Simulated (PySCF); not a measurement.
# KGe+: bond curves at several levels of theory

What are the lowest state that PBE0 finds, the bond length, vibrational wavenumber and bond energy of KGe+, and how much do these hang on the method?

Method: K x2c-SVPall, Ge x2c-SVPall, spin-free X2C with a Gaussian nucleus; program: PySCF 2.14.0.

**1. Input**

The job is set up so:

- atoms: K, Ge
- charge: 1
- basis: K x2c-SVPall, Ge x2c-SVPall
- Hamiltonian: spin-free X2C with a Gaussian nucleus
- basis functions: 56
- electrons treated: 50
- masses in u: 38.9637, 73.9212
- levels: PBE0, PBE, r²SCAN, M06-L, revPBE, PW91, HF, MP2, SCS-MP2, CCSD, CCSD(T)
- grid: 80 radial by 434 angular points
- occupations: held fixed by the projection of orbital angular momentum
- dissociation limit: K+ + Ge, each in its ground configuration
- starting distance in angstrom: 3.205
- values of 2S to try: 0, 2

On the command line:

```sh
OMP_NUM_THREADS=1 python dia.py task.json out
```

After this run come: The PBE0 curve of the state that the search chose; Excited determinants; PBE (GGA); r²SCAN (meta-GGA); M06-L; revPBE; PW91; UHF (mean field); MP2 and coupled cluster.

Before running it: what results should come out? Wanted: for each run, Re; ωe; De; μ.

The runs gave:

Lowest PBE0 solution found, without spin–orbit coupling: ³Π (triplet), unpaired electrons σ ↑, π ↑. State 2 has its PBE0 minimum 0.31 eV higher, as a spin-mixed determinant (⟨S²⟩ = 1.01), so this is no gap between pure states. The other levels ran on the lowest alone.

| level | Re (Å) | ωe (cm⁻¹) | De (eV) | μ (D) |
| --- | --- | --- | --- | --- |
| UHF | 3.900 | 65.2 | 0.253 | -10.50 |
| UHF-MP2 | 3.810 | 71.3 | 0.292 | n/a |
| UHF-SCS-MP2 | 3.828 | 70.1 | 0.282 | n/a |
| UHF-CCSD | 3.821 | 70.8 | 0.287 | n/a |
| UHF-CCSD(T) | 3.817 | 71.1 | 0.289 | n/a |
| PBE | 3.757 | 70.5 | 0.355 | -9.49 |
| revPBE | 3.833 | 67.1 | 0.327 | -9.76 |
| PW91 | 3.743 | 71.6 | 0.371 | -9.40 |
| r²SCAN | 3.784 | 68.7 | 0.298 | -9.92 |
| M06-L | 3.742 | 72.6 | 0.267 | -9.92 |
| PBE0 | 3.747 | 70.8 | 0.322 | -9.69 |

De is counted to K+ + Ge in their ground configurations. A positive dipole points from K to Ge; in an ion it is taken about the centre of mass and does not tell which atom is negative.

**Reading.** The methods spread over 0.158 Å in bond length, from M06-L to UHF. CCSD(T) can't serve as the judge here: for a weak bond in this basis it is far from its limit. Among the levels with a De in the table, it runs from 0.253 eV (UHF) to 0.371 eV (PW91).

Correlated steps freeze 14 core orbitals. The bond is weak, and basis-set superposition, which was not computed, may be a sizeable part of it.
